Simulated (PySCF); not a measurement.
**One shape, several levels: C2H10AlNSi (SMILES C[NH][AlH][CH2][SiH3])**

Wanted: a comparison of 5 runs (HF/STO-3G, HF/3-21G, BP86/STO-3G, B3LYP/6-31G*, MP2/def2-SVP) of C2H10AlNSi. The job is set up through a Python script.

The calculation is run with PySCF 2.14.0.

**1. Starting point**

C2H10AlNSi has 15 atoms, charge 0, and is taken as a singlet. As SMILES, `C[NH][AlH][CH2][SiH3]`. Geometry: a GFN2-xTB relaxation, a rough one for these elements and not checked as a minimum. This is one conformer, not always the lowest.

Bond lengths: C1–N2 1.458 Å, N2–Al3 1.788 Å, Al3–C4 1.993 Å, C4–Si5 1.905 Å, C1–H6 1.095 Å, C1–H7 1.095 Å, C1–H8 1.089 Å, N2–H9 1.020 Å, Al3–H10 1.543 Å, C4–H11 1.098 Å, C4–H12 1.098 Å, Si5–H13 1.468 Å, Si5–H14 1.471 Å, Si5–H15 1.468 Å. Some angles: C1–N2–Al3 137.3°, N2–Al3–C4 129.2°, Al3–C4–Si5 113.4°, C1–N2–H9 109.5°, Al3–N2–H9 113.2°, N2–C1–H6 111.6°, N2–C1–H7 111.6°, N2–C1–H8 108.9°, N2–Al3–H10 110.4°, C4–Al3–H10 120.5°.

**2. Energy and forces at HF/STO-3G (run 1)**

Input file input.py:

```python
import pyscf.grad
from pyscf import gto, scf

mol = gto.Mole()
mol.atom = '''
C       -0.550040      -0.688270       2.832100
N        0.220940       0.251530       2.026130
Al       0.506430       0.565640       0.289470
C       -0.216830      -0.396550      -1.298870
Si       0.240470       0.425290      -2.955370
H       -1.285570      -0.172500       3.458440
H        0.096860      -1.284720       3.484500
H       -1.083360      -1.367170       2.168410
H        0.727610       0.889810       2.639180
H        1.452530       1.770920       0.109600
H       -1.310930      -0.467510      -1.231540
H        0.139650      -1.435220      -1.313610
H        1.697920       0.485800      -3.116340
H       -0.313870      -0.356890      -4.071300
H       -0.321820       1.779840      -3.020810
'''
mol.max_memory = 1860
mol.charge = 0
mol.verbose = 3
mol.basis = 'sto-3g'
mol.build()

mf = scf.RHF(mol)
mf.conv_tol = 1e-10
mf.kernel()
if not mf.converged:
    mf = mf.newton().run(mf.mo_coeff, mf.mo_occ)

e_final = mf.e_tot
print('Final energy', e_final)
grad = mf.Gradients().kernel()
mf.analyze()
```

On the command line:

```
$ OMP_NUM_THREADS=1 python input.py
```

The program printed:

```text
converged SCF energy = -659.042266098358
[... 12 lines left out ...]
MO #3   energy= -15.1997067926968  occ= 2
[... 7 lines left out ...]
MO #11  energy= -2.95266641371585  occ= 2
[... 7 lines left out ...]
MO #19  energy= -0.533383196723092 occ= 2
[... 7 lines left out ...]
MO #27  energy= -0.310402603764374 occ= 2
[... 7 lines left out ...]
MO #35  energy= 0.630578769477242  occ= 0
[... 7 lines left out ...]
MO #43  energy= 0.85832731851733   occ= 0
[... 16 lines left out ...]
Dipole moment(X, Y, Z, Debye): -0.10002, -0.21829,  0.44540
```

It took 4.2 s on 1 thread of Intel Xeon at 2.70GHz, shared host; peak memory 0.12 GiB.

**3. Energy and forces at HF/3-21G (run 2)**

Input file input.xyz:

```xyz
15

C     -0.550040    -0.688270     2.832100
N      0.220940     0.251530     2.026130
Al     0.506430     0.565640     0.289470
C     -0.216830    -0.396550    -1.298870
Si     0.240470     0.425290    -2.955370
H     -1.285570    -0.172500     3.458440
H      0.096860    -1.284720     3.484500
H     -1.083360    -1.367170     2.168410
H      0.727610     0.889810     2.639180
H      1.452530     1.770920     0.109600
H     -1.310930    -0.467510    -1.231540
H      0.139650    -1.435220    -1.313610
H      1.697920     0.485800    -3.116340
H     -0.313870    -0.356890    -4.071300
H     -0.321820     1.779840    -3.020810
```

Input file calc.py:

```python
import pyscf.grad
from pyscf import gto, scf

mol = gto.Mole()
mol.atom = 'input.xyz'
mol.basis = '3-21g'
mol.verbose = 4
mol.max_memory = 1860
mol.charge = 0
mol.build()

mf = scf.RHF(mol)
mf.conv_tol = 1e-10
mf.kernel()
if not mf.converged:
    mf = mf.newton().run(mf.mo_coeff, mf.mo_occ)

e_tot = mf.e_tot
print('E(%s) = %.9f' % ('HF', e_tot))
grad = mf.Gradients().kernel()
dip = mf.dip_moment()
pop, q = mf.mulliken_pop()
```

On the command line:

```
$ OMP_NUM_THREADS=1 python calc.py
```

The program printed:

```text
PySCF version 2.14.0

[... 71 lines left out ...]
converged SCF energy = -663.273716094397
[... 12 lines left out ...]
Dipole moment(X, Y, Z, Debye): -0.62704, -0.91319,  1.50192
[... 89 lines left out ...]
charge of   14H =     -0.20569
```

Run time: 4.5 s. Hardware: 1 thread of Intel Xeon at 2.70GHz, shared host; peak memory 0.14 GiB.

Run 3 isn't shown in full; the table further down has it.

**4. Energy and gradient at B3LYP/6-31G(d) (spherical functions) (run 4)**

Changes to input.py since step 2:

```diff
@@ -1,6 +1,6 @@
-import pyscf.grad
-from pyscf import gto, scf
+# C[NH][AlH][CH2][SiH3]
+from pyscf import gto, dft
 
-mol = gto.Mole()
-mol.atom = '''
+system = gto.Mole()
+system.atom = '''
 C       -0.550040      -0.688270       2.832100
@@ -21,10 +21,10 @@
 '''
-mol.max_memory = 1860
-mol.charge = 0
-mol.verbose = 3
-mol.basis = 'sto-3g'
-mol.build()
+system.verbose = 3
+system.max_memory = 1860
+system.basis = '6-31g*'
+system.build()
 
-mf = scf.RHF(mol)
+mf = dft.RKS(system, xc='b3lyp')
 mf.conv_tol = 1e-10
+mf.grids.level = 5
 mf.kernel()
@@ -34,4 +34,4 @@
 e_final = mf.e_tot
-print('Final energy', e_final)
-grad = mf.Gradients().kernel()
+print('E = %.10f Eh' % e_final)
+grad = mf.nuc_grad_method().kernel()
 mf.analyze()
```

On the command line:

```
$ OMP_NUM_THREADS=1 python input.py
```

The program printed:

```text
converged SCF energy = -668.928172109384
[... 22 lines left out ...]
MO #13  energy= -2.66116906396377  occ= 2
[... 16 lines left out ...]
MO #30  energy= 0.0116856634227451 occ= 0
[... 16 lines left out ...]
MO #47  energy= 0.259759039288439  occ= 0
[... 16 lines left out ...]
MO #64  energy= 0.793289095680438  occ= 0
[... 16 lines left out ...]
MO #81  energy= 1.21069139070184   occ= 0
[... 16 lines left out ...]
MO #98  energy= 2.6954816144317    occ= 0
[... 16 lines left out ...]
Dipole moment(X, Y, Z, Debye): -0.65113, -0.93815,  1.67464
```

Wall time 61 s (1 thread of Intel Xeon at 2.70GHz, shared host); peak memory 1 GiB.

**5. Energy and gradient at MP2/def2-SVP (run 5)**

Input file input.py:

```python
# C[NH][AlH][CH2][SiH3]
import pyscf.grad
from pyscf import gto, scf, mp

system = gto.Mole()
system.atom = [
    ('C', (-0.550040, -0.688270, 2.832100)),
    ('N', (0.220940, 0.251530, 2.026130)),
    ('Al', (0.506430, 0.565640, 0.289470)),
    ('C', (-0.216830, -0.396550, -1.298870)),
    ('Si', (0.240470, 0.425290, -2.955370)),
    ('H', (-1.285570, -0.172500, 3.458440)),
    ('H', (0.096860, -1.284720, 3.484500)),
    ('H', (-1.083360, -1.367170, 2.168410)),
    ('H', (0.727610, 0.889810, 2.639180)),
    ('H', (1.452530, 1.770920, 0.109600)),
    ('H', (-1.310930, -0.467510, -1.231540)),
    ('H', (0.139650, -1.435220, -1.313610)),
    ('H', (1.697920, 0.485800, -3.116340)),
    ('H', (-0.313870, -0.356890, -4.071300)),
    ('H', (-0.321820, 1.779840, -3.020810)),
]
system.max_memory = 1860
system.verbose = 3
system.basis = 'def2-svp'
system.build()

hf = scf.RHF(system)
hf.conv_tol = 1e-10
hf.kernel()
if not hf.converged:
    hf = hf.newton().run(hf.mo_coeff, hf.mo_occ)

pt = mp.MP2(hf, frozen=13).run()
e_tot = pt.e_tot
print('E = %.10f Eh' % e_tot)
grad = pt.Gradients().kernel()
dip = hf.dip_moment()
pop, q = hf.mulliken_pop()
```

On the command line:

```
$ OMP_NUM_THREADS=1 python input.py
```

The program printed:

```text
converged SCF energy = -666.617919868951
[... 11 lines left out ...]
Dipole moment(X, Y, Z, Debye): -0.60908, -0.89842,  1.43815
[... 144 lines left out ...]
charge of   14H =     -0.15628
```

Wall time 57 s (1 thread of Intel Xeon at 2.70GHz, shared host); peak memory 1.5 GiB.

**6. The series**

```csv
run,level,integration grid,frozen core orbitals,energy (Eh),dipole moment (D) of the reference,HOMO energy (eV),LUMO energy (eV),wall time
1,HF/STO-3G,–,–,-659.042266,0.51,-7.11,9.61,4.2 s
2,HF/3-21G,–,–,-663.273716,1.87,-9.67,2.60,4.5 s
3,BP86/STO-3G,5,–,-661.006063,1.25,-1.93,4.13,31 s
4,B3LYP/6-31G* (spherical functions),5,–,-668.928172,2.03,-6.35,-0.38,61 s
5,MP2/def2-SVP,–,13,-667.245119,1.80,-9.96,2.60,57 s
```

**7. Outcome**

| quantity | value |
| --- | --- |
| run 5: total energy | -667.24512 Eh |
| run 5: dipole moment (Hartree–Fock density) | 1.80 D |
| run 5: HOMO energy (Hartree–Fock orbitals) | -9.96 eV |
| run 5: LUMO energy (Hartree–Fock orbitals) | 2.60 eV |
| run 5: HOMO–LUMO gap (Hartree–Fock orbitals) | 12.56 eV |
| run 5: correlation energy (13 core orbitals frozen) | -627.2 mEh |
| run 5: largest force on an atom | 0.972 eV/Å |

Over runs 1, 2, 3, 4 the dipole moment (its size) runs from 0.51 D (HF/STO-3G) to 2.03 D (B3LYP/6-31G*). The two ends differ in method and basis. Over runs 1, 2, 3, 4 the HOMO–LUMO gap runs from 5.97 eV (B3LYP/6-31G*) to 16.72 eV (HF/STO-3G). Totals of different functionals can't be ranked against each other. In runs 1, 3 the basis is minimal, so the values are rough. All runs together took 2.6 min, the longest 61 s.
